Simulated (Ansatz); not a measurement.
# CH₆GeO₂Si: a ladder of functionals and wavefunction methods

The task here is to estimate one member of a computed series from the others.

Computed with Ansatz 0.2.0, Gaussian basis. Level: functionals in def2-TZVPP, the program's frozen cores in correlated methods.

The runs, in order: PBE-D4, r2SCAN-D4, PBE0-D4, B3LYP-D4, ωB97X-V, ωB97M-V, B2PLYP; CCSD(T)/def2-TZVPP; MP2/def2-QZVPP; extrapolation to the limit.

### The relaxed structure

An earlier PBE0-D4 in a triple-zeta def2 set relaxation fixed the geometry.

11 atoms, charge 0, spin multiplicity 1.

Atoms are counted from 1 here; the program's logs count them from 0.

Bond lengths: O1–Ge2 1.766 Å, O1–H6 0.960 Å, Ge2–C3 1.969 Å, Ge2–O5 1.818 Å, Ge2–H7 1.529 Å, C3–Si4 1.890 Å, C3–H8 1.090 Å, C3–H9 1.090 Å, Si4–O5 1.664 Å, Si4–H10 1.486 Å, Si4–H11 1.488 Å. Angles: Ge2–O1–H6 113.0°, O1–Ge2–C3 117.9°, O1–Ge2–O5 110.5°, O1–Ge2–H7 104.9°, C3–Ge2–O5 86.5°, C3–Ge2–H7 122.8°, O5–Ge2–H7 113.0°, Ge2–C3–Si4 84.1°, Ge2–C3–H8 113.6°, Ge2–C3–H9 114.3°, Si4–C3–H8 117.0°, Si4–C3–H9 116.7°, H8–C3–H9 109.4°, C3–Si4–O5 93.7°, C3–Si4–H10 114.3°, C3–Si4–H11 114.5°, O5–Si4–H10 112.5°, O5–Si4–H11 112.3° and more.

Set-up of the first run:

Contents of in.yaml:

```yaml
crystal:
  periodic: [false, false, false]
  atoms:
    - {symbol: O, position_ang: [-1.511104, 1.884972, 0.618886]}
    - {symbol: Ge, position_ang: [0.068608, 1.129813, 0.391949]}
    - {symbol: C, position_ang: [0.244631, -0.784653, 0.816932]}
    - {symbol: Si, position_ang: [0.462856, -0.978908, -1.050324]}
    - {symbol: O, position_ang: [0.302189, 0.650342, -1.345963]}
    - {symbol: H, position_ang: [-2.224574, 1.394133, 0.203512]}
    - {symbol: H, position_ang: [1.077561, 2.178171, 0.863148]}
    - {symbol: H, position_ang: [-0.653245, -1.218607, 1.257313]}
    - {symbol: H, position_ang: [1.106203, -1.028540, 1.438623]}
    - {symbol: H, position_ang: [1.791979, -1.503761, -1.458741]}
    - {symbol: H, position_ang: [-0.599802, -1.780062, -1.714836]}
basis:
  gaussian: {orbitals: def2-TZVPP}
hamiltonian: {xc: pbe, dispersion: d4}
output: {forces: true, orbitals: {seedname: orbitals}}
```

The run is started by

```
ansatz run in.yaml --threads 4 --pin off --events-out ev --progress --plain --max-ram 10444MiB
```

Steps of the session up to this table: PBE-D4 (GGA); r2SCAN-D4 (meta-GGA); PBE0-D4 (hybrid); B3LYP-D4 (hybrid); ωB97X-V (range-separated); ωB97M-V (range-separated); B2PLYP (double hybrid); CCSD(T) in def2-TZVPP; MP2 in def2-QZVPP.

One table of the session follows, with a row left open; its other results are not shown here.

It belongs to the step «Atomisation energies». 

```
            method  atomisation energy (kcal/mol)
            PBE-D4                          958.2
         r2SCAN-D4                          952.7
           PBE0-D4                          941.6
          B3LYP-D4                          942.1
           ωB97X-V                          955.7
           ωB97M-V                          950.4
            B2PLYP                          937.7
     HF/def2-TZVPP                          676.9
    MP2/def2-TZVPP                          949.6
   CCSD/def2-TZVPP                              ?
CCSD(T)/def2-TZVPP                          931.0
           MP2/CBS                          974.7
       CCSD(T)/CBS                          956.2
```

Q: Estimate the row for CCSD/def2-TZVPP from the others.

As computed: atomisation energy (kcal/mol): 915.7. In the column «atomisation energy (kcal/mol)» it lies between HF/def2-TZVPP (676.9) and CCSD(T)/def2-TZVPP (931.0).
